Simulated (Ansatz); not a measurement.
# CH₇AlSSi: up Jacob's ladder to CCSD(T)

One table from this session's results is given with a row withheld; the runs are named, their logs left out.

Computed with Ansatz 0.2.0, Gaussian basis. Level: functionals in def2-TZVPP, the program's frozen cores in correlated methods.

Plan: PBE-D4, r2SCAN-D4, PBE0-D4, B3LYP-D4, ωB97X-V, ωB97M-V, B2PLYP; CCSD(T)/def2-TZVPP; MP2/def2-QZVPP; extrapolation to the limit.

## Structure used throughout

An earlier PBE0-D4 in a triple-zeta def2 set relaxation fixed the geometry.

SMILES `[CH3][AlH][S][SiH3]`, 11 atoms, charge 0, spin multiplicity 1.

Atoms are counted from 1 here; the program's logs count them from 0.

Bond lengths: C1–Al2 1.946 Å, C1–H5 1.093 Å, C1–H6 1.095 Å, C1–H7 1.094 Å, Al2–S3 2.191 Å, Al2–H8 1.582 Å, S3–Si4 2.134 Å, Si4–H9 1.486 Å, Si4–H10 1.484 Å, Si4–H11 1.486 Å. Angles: Al2–C1–H5 111.3°, Al2–C1–H6 111.0°, Al2–C1–H7 111.8°, H5–C1–H6 107.8°, H5–C1–H7 108.0°, H6–C1–H7 106.7°, C1–Al2–S3 121.1°, C1–Al2–H8 124.7°, S3–Al2–H8 114.3°, Al2–S3–Si4 100.4°, S3–Si4–H9 111.6°, S3–Si4–H10 107.0°, S3–Si4–H11 111.6°, H9–Si4–H10 109.1°, H9–Si4–H11 108.4°, H10–Si4–H11 109.1°.

As a file:

```xyz
11
charge 0, multiplicity 1
C    -1.6086    0.5405   -0.0290
Al   -0.8913   -1.0098    0.9032
S     1.2388   -1.5104    0.7925
Si    1.9398    0.0590   -0.4716
H    -2.6977    0.5834    0.0516
H    -1.2060    1.4695    0.3877
H    -1.3476    0.5330   -1.0916
H    -1.7460   -1.9994    1.7934
H     1.6518    1.3973    0.1061
H     3.4082   -0.1091   -0.5995
H     1.3239   -0.0111   -1.8222
```

The first run:

The input, in.yaml:

```yaml
crystal:
  periodic: [false, false, false]
  atoms:
    - {symbol: C, position_ang: [-1.608575, 0.540545, -0.029039]}
    - {symbol: Al, position_ang: [-0.891301, -1.009809, 0.903217]}
    - {symbol: S, position_ang: [1.238809, -1.510362, 0.792500]}
    - {symbol: Si, position_ang: [1.939807, 0.058979, -0.471621]}
    - {symbol: H, position_ang: [-2.697717, 0.583397, 0.051603]}
    - {symbol: H, position_ang: [-1.206041, 1.469532, 0.387711]}
    - {symbol: H, position_ang: [-1.347585, 0.533015, -1.091596]}
    - {symbol: H, position_ang: [-1.746020, -1.999361, 1.793362]}
    - {symbol: H, position_ang: [1.651849, 1.397262, 0.106134]}
    - {symbol: H, position_ang: [3.408200, -0.109110, -0.599519]}
    - {symbol: H, position_ang: [1.323874, -0.011088, -1.822152]}
basis:
  gaussian: {orbitals: def2-TZVPP}
hamiltonian: {xc: pbe, dispersion: d4}
output: {forces: true, orbitals: {seedname: orbitals}}
```

Launch:

```sh
ansatz run in.yaml --threads 4 --pin off --events-out ev --progress --plain --max-ram 10444MiB
```

Among the steps run: PBE-D4 (GGA); r2SCAN-D4 (meta-GGA); PBE0-D4 (hybrid); B3LYP-D4 (hybrid); ωB97X-V (range-separated); ωB97M-V (range-separated); B2PLYP (double hybrid); CCSD(T) in def2-TZVPP; MP2 in def2-QZVPP.

One of the session's tables, all rows but one given; the rest of the session is left out.

```
            method  atomisation energy (kcal/mol)
            PBE-D4                          840.2
         r2SCAN-D4                          846.2
           PBE0-D4                          837.3
          B3LYP-D4                          840.6
           ωB97X-V                              ?
           ωB97M-V                          846.6
            B2PLYP                          830.5
     HF/def2-TZVPP                          643.4
    MP2/def2-TZVPP                          824.9
   CCSD/def2-TZVPP                          814.2
CCSD(T)/def2-TZVPP                          823.3
           MP2/CBS                          846.7
       CCSD(T)/CBS                          845.0
```

Q: Estimate the row for ωB97X-V from the others.

The run gave: atomisation energy (kcal/mol): 848.9. In the column «atomisation energy (kcal/mol)» it is the highest.
